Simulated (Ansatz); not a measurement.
Predict the output of the script below (Ansatz 0.2.0, Python API).

`tae.py`:
```python
"""Atomisation energy of CH5O2Si at the given geometry."""

from collections import Counter

import ansatz as az


def energy_of(molecule, charge=0, unpaired=0):
    calc = molecule.calculation().basis(gaussian="def2-TZVPP").functional("PBE")
    if charge:
        calc = calc.charge(charge)
    if unpaired:
        calc = calc.spin("collinear", total=unpaired)
    return calc.run().report["free_energy_ev"]

molecule = (
    az.Crystal.molecule()
    .atom("C", [-0.6824, 1.1995, -0.1053])
    .atom("O", [-0.463, -0.1135, -0.4403])
    .atom("Si", [1.0314, -0.7032, -0.1592])
    .atom("O", [1.0318, -2.346, -0.1197])
    .atom("H", [-1.7677, 1.4497, -0.4063])
    .atom("H", [-0.6199, 1.4427, 0.9566])
    .atom("H", [-0.0609, 1.9277, -0.6821])
    .atom("H", [1.5497, -0.219, 1.1779])
    .atom("H", [0.0695, -2.6842, -0.2388])
)

# Hund ground states
unpaired = {"C": 2, "O": 2, "Si": 2, "H": 1}
counts = Counter(site.symbol for site in molecule.cartesian_sites)
atom_energy = {s: energy_of(az.Crystal.molecule().atom(s, (0, 0, 0)), 0, unpaired[s]) for s in counts}
whole = energy_of(molecule, 0, 1)
for s, e in atom_energy.items():
    print(f"{s:2s} x{counts[s]}  {e:14.5f} eV")
print(f"CH5O2Si: {whole:.5f} eV")
split = sum(counts[s] * e for s, e in atom_energy.items()) - whole
print(f"atomisation energy (no zero-point term): {23.060548 * split:.1f} kcal/mol, {split / sum(counts.values()):.3f} eV an atom")
```

Output of `python tae.py`:
```text
C  x1     -1028.48074 eV
O  x2     -2041.11715 eV
Si x1     -7870.15586 eV
H  x5       -13.59523 eV
CH5O2Si: -13083.11961 eV
atomisation energy (no zero-point term): 790.3 kcal/mol, 3.808 eV an atom
```

790.3 kcal/mol from the electronic energies, without the zero-point term.

What to keep in mind:
- Total energies depend on the basis set; only differences at equal settings carry meaning.
- The geometry is a force-field or estimated start, not a minimum of this method, and the basis set is short of its limit. All parts are taken at fixed geometry, without zero-point energy.
- The run takes the species as open-shell (spin multiplicity 2), which needn't be its ground state.
- This functional overbinds, so such energies come out a few per cent too high (LDA far more).
- It ran for 8.6 s on 1 thread of Arm Neoverse V1 (shared host), peak memory 0.32 GiB.
